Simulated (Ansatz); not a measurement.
# SnH₂ (triplet): wB97M-V, B2PLYP over a scan of the distance Sn1–H2, def2-SVP

Aim: run SnH₂ (triplet) with these functionals over a scan of the distance Sn1–H2, and hold them against the top wave-function level at the same points.

Program: Ansatz 0.2.0, Gaussian basis. Level of theory: def2-SVP, all electrons in the functionals, frozen cores in the correlation of double hybrids and RPA. These are calculated values, not measurements.

To be run: wB97M-V, B2PLYP, at 1.402 Å; 1.530 Å; 1.715 Å; 1.926 Å; 2.108 Å; 2.382 Å; 2.691 Å; 3.100 Å; 3.786 Å; 4.682 Å; 5.791 Å.

19 further runs of the same task are left out: 16 that didn't finish, 3 set aside as unsound or not needed.

### Step 1. The geometry

The geometry derives from a PBE0/def2-TZVP stationary point (not a proven minimum). One bond is set to the value named and the two fragments are kept rigid. No spin-orbit coupling is included. Elements past krypton take def2 core potentials.

3 atoms, charge 0, spin multiplicity 3.

Atoms are counted from 1 here; the program's logs count them from 0.

Bond lengths: Sn1–H2 1.715 Å, Sn1–H3 1.715 Å. Angles: H2–Sn1–H3 119.7°.

No dispersion term is added; wB97M-V holds VV10 nonlocal correlation.

The geometry shown and the zero of energy belong to the point 1.715 Å. The yardstick, FCI, and other wave-function levels (R restricted, U unrestricted, valence and pair active spaces) come from earlier runs.

### Step 2. wB97M-V, 1.402 Å

in.yaml

```yaml
crystal:
  periodic: [false, false, false]
  atoms:
    - {symbol: Sn, position_ang: [0.000000, -0.013078, -0.002260]}
    - {symbol: H, position_ang: [0.000000, 0.691461, -1.214377]}
    - {symbol: H, position_ang: [0.000000, 0.848766, 1.480493]}
basis:
  gaussian: {orbitals: def2-SVP}
magnetization: {spin_polarized: true, initial_magnetization: 2}
hamiltonian: {xc: {name: wB97M-V}}
output: {orbitals: {seedname: orbitals}}
```

On the command line:

```sh
ansatz run in.yaml --threads 1 --pin off --events-out ev --progress --plain --max-ram 2393MiB
```

The runs that follow: wB97M-V, 1.530 Å; wB97M-V, 1.715 Å; wB97M-V, 1.926 Å; wB97M-V, 2.108 Å; wB97M-V, 2.382 Å; wB97M-V, 2.691 Å; wB97M-V, 3.100 Å; wB97M-V, 3.786 Å; wB97M-V, 4.682 Å; wB97M-V, 5.791 Å; B2PLYP, 1.402 Å; B2PLYP, 1.530 Å; B2PLYP, 1.715 Å; B2PLYP, 1.926 Å; B2PLYP, 2.108 Å; B2PLYP, 2.382 Å; B2PLYP, 2.691 Å; B2PLYP, 3.100 Å; B2PLYP, 3.786 Å; B2PLYP, 4.682 Å; B2PLYP, 5.791 Å.

Before running them: what should the planned runs give, taken together? Wanted: span of the FCI curve; largest miss, wB97M-V; largest miss, B2PLYP.

**Answer**, as computed:

| quantity | value |
| --- | --- |
| span of the FCI curve | 37.8 kcal/mol |
| largest miss, wB97M-V | -2.5 kcal/mol (1.402 Å) |
| largest miss, B2PLYP | -1.8 kcal/mol (3.100 Å) |

Of the functionals, B2PLYP keep the smallest largest miss at the points compared (at most 1.8 kcal/mol) and wB97M-V strays most (2.5 kcal/mol, at 1.402 Å). Functionals and the yardstick converge differently with the basis, so part of each miss in def2-SVP is the basis.
